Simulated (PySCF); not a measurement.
**Co: dipole response in aug-cc-pwCVTZ-DK plus 1 even-tempered diffuse shell per l**

Aim: the static polarisability and the C₆ coefficient of Co, method by method.

Method: unrestricted determinants in a Gaussian basis, no spin-orbit coupling in the energies. Code: PySCF 2.14.0.

## (1) The atom as given

```
Element     : cobalt (Z = 27)
Basis       : aug-cc-pwCVTZ-DK with one added diffuse shell each of s, p, d, f, g type (11s10p8d5f4g, 152 functions)
Hamiltonian : the spin-free X2C one-electron Hamiltonian (Gaussian nucleus)
State 1     : Co: [Ar] 3d7 4s2, high-spin 4F determinant
Methods     : PBE0
```

The outer shells:

Co [Ar] 3d7 4s2
```
[Ar] core
3d [↑↓][↑↓][↑ ][↑ ][↑ ]
4s [↑↓]
```

One driver process ran all states and methods and kept the integrals in memory. Each run is shown as a PySCF script that sums up its settings (the driver passes frozen orbitals as a list and adds second-order terms of double hybrids); the logs are those of the runs themselves. The driver starts from symmetry-adapted Hartree-Fock orbitals, holds the occupation by maximum overlap and uses a logarithmic radial grid for functionals, so a plain start would take other cycles.

The integrals over 152 functions and the set-up took 4.6 s of CPU time.

## (2) Co, at PBE0

Level: PBE0.

The input, input.py:

```python
from pyscf import gto, scf, dft, mp, cc
import basis_set_exchange as bse
mol = gto.M(atom="Co 0 0 0", charge=0, spin=3, symmetry="D2h",
            basis=gto.basis.parse(bse.get_basis("aug-cc-pwCVTZ-DK", elements=["Co"], fmt="nwchem", augment_diffuse=1)),
            nucmod="G")
mf = dft.UKS(mol, xc="PBE0").sfx2c1e()
mf.irrep_nelec = {'Ag': (6, 5), 'B1g': (1, 1), 'B2g': (1, 0), 'B3g': (1, 0), 'B1u': (2, 2), 'B2u': (2, 2), 'B3u': (2, 2)}
mf.kernel()
```

Log:

```text
damping factor = 0
level_shift factor = 0
DIIS = <class 'pyscf.scf.diis.CDIIS'>
diis_start_cycle = 1
diis_space = 10
diis_damp = 0
SCF conv_tol = 1e-09
SCF conv_tol_grad = None
number electrons alpha = 15  beta = 12
XC functionals = PBE0
    C. Adamo and V. Barone.,  J. Chem. Phys. 110, 6158 (1999)
    M. Ernzerhof and G. E. Scuseria.,  J. Chem. Phys. 110, 5029 (1999)
cycle= 1 E= -1393.01979801439  delta_E= -0.0173  |g|= 0.0863  |ddm|= 0.356
cycle= 2 E= -1393.01804371947  delta_E= 0.00175  |g|= 0.145  |ddm|= 0.183
cycle= 3 E= -1393.02122617309  delta_E= -0.00318  |g|= 0.00462  |ddm|= 0.0784
cycle= 4 E= -1393.02123244178  delta_E= -6.27e-06  |g|= 0.00237  |ddm|= 0.00697
cycle= 5 E= -1393.0212334717  delta_E= -1.03e-06  |g|= 6.8e-05  |ddm|= 0.00283
cycle= 6 E= -1393.02123347459  delta_E= -2.89e-09  |g|= 3.12e-05  |ddm|= 0.000123
cycle= 7 E= -1393.02123347481  delta_E= -2.19e-10  |g|= 6.83e-07  |ddm|= 3.58e-05
converged SCF energy = -1393.02123347481  <S^2> = 3.7562638  2S+1 = 4.0031307
```

CPU time 2.3 min on a shared host, the integrals not counted.

Orbital energies by shell (radii are means over both spins):

```tsv
shell	electrons	mean orbital energy (eV)	spread (eV)	rms radius (bohr)
1s β	1	-7633.4	0	0.0649
1s α	1	-7633.4	0	0.0649
2s α	1	-915.71	0	0.277
2s β	1	-913.89	0	0.277
2p α	3	-783.29	0	0.249
2p β	3	-781.76	0	0.249
3s α	1	-110.27	0	0.832
3s β	1	-105.86	0	0.832
3p α	3	-72.023	0	0.888
3p β	3	-67.286	0	0.888
3d α	5	-11.887	1.261	1.22
3d β	2	-9.313	0	1.22
4s α	1	-6.398	0	3.18
4s β	1	-5.811	0	3.18
```

⟨S²⟩ = 3.756, ⟨L²⟩ = 12.02.

The driver then solved the coupled dipole response at imaginary frequencies: mean α = 56.18 bohr³, C₆ = 482.1 au for a like pair.

Radial density 4πr²ρ of Co at PBE0:

```tsv
r (bohr)	density	spin density
0.000997	0.242	0.000
0.00168	0.609	0.000
0.00282	1.50	0.000
0.00474	3.56	0.000
0.00798	7.95	0.000
0.0134	16.0	0.000
0.0226	26.6	0.000
0.0380	32.7	-0.001
0.0639	27.8	-0.002
0.107	27.6	0.020
0.181	36.7	0.220
0.304	21.0	1.088
0.511	16.2	2.617
0.860	15.3	2.596
1.45	4.18	1.032
2.43	1.25	0.163
4.09	0.328	-0.014
6.88	0.0173	-0.003
11.6	4.99e-05	0.000
```

## (3) Polarisabilities and C₆

Co, in atomic units:

```tsv
method	mean α	C₆ (like pair)	S(−4)
PBE0	56.18	482.1	1676
```

Reference α: 55 ± 4 bohr³ (recommended; Schwerdtfeger and Nagle, table of static dipole polarizabilities (2023 update)). Published C₆: 408.0 (Chu and Dalgarno (2004); Tang, Norbeck and Certain (1976)).

α(iu) at PBE0:

```tsv
u (hartree)	α(iu) (bohr³)
0	56.18
0.0500	52.34
0.100	43.79
0.200	27.57
0.300	17.94
0.500	9.406
0.750	5.489
1.00	3.759
1.50	2.219
2.00	1.523
3.00	0.8810
5.00	0.4200
```

## (4) Results

| quantity | value |
| --- | --- |
| α of Co | 56.18 (PBE0) bohr³; reference 55.00 |

In words: For Co PBE0 differs from the reference by +2 %. All values hold for this basis alone; no basis-set limit was taken.
